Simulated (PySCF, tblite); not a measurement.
# C6H5NO3+ (doublet): geometry, infrared bands and EPR parameters

Aim: predict the infrared bands and EPR parameters of C6H5NO3+ (doublet) (`[CH2+][C]1C(NC=O)=C1OC=O`).

Programs: tblite 0.8.0 and PySCF 2.14.0, with density-fitted response routines of our own. Each step states its level of theory. These are calculated values for one molecule in the gas phase, unless marked as measured. Atoms count from 0, in the outputs and in this text.

## (1) The molecule as given

15 atoms, charge 1, multiplicity 2; geometry from: force field or distance geometry start.

Bonds of the start (Å): C0–C1 1.48, C1–C2 1.51, C2–N3 1.42, N3–C4 1.43, C4–O5 1.27, C2–C6 1.33, C6–O7 1.40, O7–C8 1.39, C8–O9 1.27, C6–C1 1.49, C0–H10 1.09, C0–H11 1.08, N3–H12 1.08, C4–H13 1.09, C8–H14 1.08.

## (2) Optimising the geometry with GFN2-xTB

What the job is given:

```
{"job": {"kind": "relax", "xc": "GFN2-xTB", "basis": "xTB"}, "charge": 1, "multiplicity": 2}
C      0.304400     1.956700    -0.856200
C     -0.033000     0.624000    -1.407800
C      0.224700    -0.438400    -0.365700
N      1.246000    -1.068900     0.384100
C      2.621500    -0.692300     0.248200
O      2.956800     0.218600    -0.565500
C     -1.039500    -0.243100    -0.742800
O     -2.367100    -0.657200    -0.548300
C     -2.940900    -0.554300     0.716500
O     -2.185400    -0.069500     1.615500
H      0.959900     2.594400    -1.445900
H     -0.135700     2.248500     0.086800
H      0.991200    -1.844300     1.087800
H      3.354600    -1.223200     0.850100
H     -3.962100    -0.843000     0.921400
```

Command:

```sh
OMP_NUM_THREADS=1 python probes_run.py task.json out
```

The driver reads the jobs from task.json and runs them one after another.

**Question.** This job is followed by: GFN2-xTB harmonic vibrations, gas phase; UKS B3LYP, pcH-1 on C H N O, non-relativistic, mean-field spin-orbit, GIAO. What will the session give for the following? strongest single infrared mode (GFN2-xTB); zero-point energy (GFN2-xTB); g(iso) (B3LYP); ⟨S²⟩; largest a(iso) (averaged by class).

As calculated:

| quantity | value |
| --- | --- |
| strongest single infrared mode (GFN2-xTB) | 1464 cm⁻¹, 619 km/mol |
| zero-point energy (GFN2-xTB) | 61.4 kcal/mol |
| g(iso) (B3LYP) | 2.00290 |
| ⟨S²⟩ | 0.760 (exact 0.75) |
| largest a(iso) (averaged by class) | 13C on C0, 56.5 MHz |

**Reading.** The optimisation took 120 steps and gained 4.032 eV; among the close pairs (by a distance rule), C0–C1 changed most, from 1.481 to 1.348 Å. All 39 modes are real, so the xTB geometry is a minimum. The strongest single mode, at 1464 cm⁻¹, is carried by C6, C2, N3, O7. Unscaled tight-binding wavenumbers are off by several per cent, some by more. Its intensities can rank the bands wrongly. Most of the unpaired spin sits on C0 (0.73 e). The isotropic g lies 0.6 ppt above the free-electron value. These values are for one conformer; the search (at its own cheap level) found 2 more, at 0.00, 2.44 kcal/mol (those within 0.05 may be mirror or relabelled copies), and measured spectra average over such forms.
